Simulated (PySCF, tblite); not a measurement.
**C6H6O2S− (doublet): geometry, infrared bands and EPR parameters**

Aim: predict the infrared bands and EPR parameters of C6H6O2S− (doublet) (`C#C[C@@H]1[C]([O-])[C@H](C)[S@]1=O`).

Computed with tblite 0.8.0 and PySCF 2.14.0, with density-fitted response routines of our own, on a single molecule in the gas phase. Atoms are numbered from 0 throughout.

### Step 1. Starting geometry

15 atoms, charge -1, multiplicity 2; geometry from: force field or distance geometry start.

Bonds of the start (Å): C0–C1 1.22, C1–C2 1.45, C2–C3 1.51, C3–O4 1.39, C3–C5 1.53, C5–C6 1.50, C5–S7 1.79, S7–O8 1.53, S7–C2 1.82, C0–H9 1.05, C2–H10 1.11, C5–H11 1.11, C6–H12 1.12, C6–H13 1.11, C6–H14 1.13.

### Step 2. Relaxing the molecule with GFN2-xTB

What the job is given:

```
{"job": {"kind": "relax", "xc": "GFN2-xTB", "basis": "xTB"}, "charge": -1, "multiplicity": 2}
C      2.967500    -0.018500     1.165000
C      2.006000    -0.449500     0.549500
C      0.866900    -0.999000    -0.167100
C      0.183500    -0.009900    -1.084800
O     -0.016500    -0.439400    -2.394800
C     -1.194200     0.090600    -0.418300
C     -1.417100     1.524200    -0.048100
S     -0.631400    -1.008400     0.872400
O     -1.189800    -2.429900     0.835200
H      3.782900     0.358600     1.715300
H      1.096800    -1.982200    -0.618700
H     -2.020100    -0.378700    -0.987500
H     -2.322500     1.877500    -0.609200
H     -1.562700     1.707500     1.033700
H     -0.553800     2.165200    -0.381400
```

Launch:

```bash
$ OMP_NUM_THREADS=1 python probes_run.py task.json out
```

The driver reads the jobs from task.json and runs them one after another.

**Question.** This job is followed by: GFN2-xTB harmonic vibrations, gas phase; UKS B3LYP, pcH-1 on C H O S, non-relativistic, mean-field spin-orbit, GIAO. What will the session give for the following? strongest single infrared mode (GFN2-xTB); zero-point energy (GFN2-xTB); g(iso) (B3LYP); ⟨S²⟩; largest a(iso).

The runs gave:

| quantity | value |
| --- | --- |
| strongest single infrared mode (GFN2-xTB) | 1588 cm⁻¹, 739 km/mol |
| zero-point energy (GFN2-xTB) | 62.7 kcal/mol |
| g(iso) (B3LYP) | 2.00988 |
| ⟨S²⟩ | 0.755 (exact 0.75) |
| largest a(iso) | 17O on O8, -32.7 MHz |

What this shows: The optimisation took 111 steps and gained 2.491 eV; among the close pairs (by a distance rule), C2–S7 changed most, from 1.824 to 3.044 Å. The frame itself reshapes: C2···S7 goes from 1.82 to 3.04 Å. All 39 modes are real, so the xTB geometry is a minimum. The strongest single mode, at 1588 cm⁻¹, moves mainly C3. Unscaled tight-binding wavenumbers are off by several per cent, some by more. Its intensities can rank the bands wrongly. The structure rearranged or came apart on optimisation; the results belong to the end geometry, not to the formula as drawn. The largest spin populations lie on S7 (0.50 e), O8 (0.41 e). The isotropic g lies 7.6 ppt above the free-electron value. The records flag this anion as possibly unbound in the gas phase, so the basis may hold the extra electron. These values are for one conformer; the search (at its own cheap level) found 2 more, at 0.13, 8.42 kcal/mol, and measured spectra average over such forms.
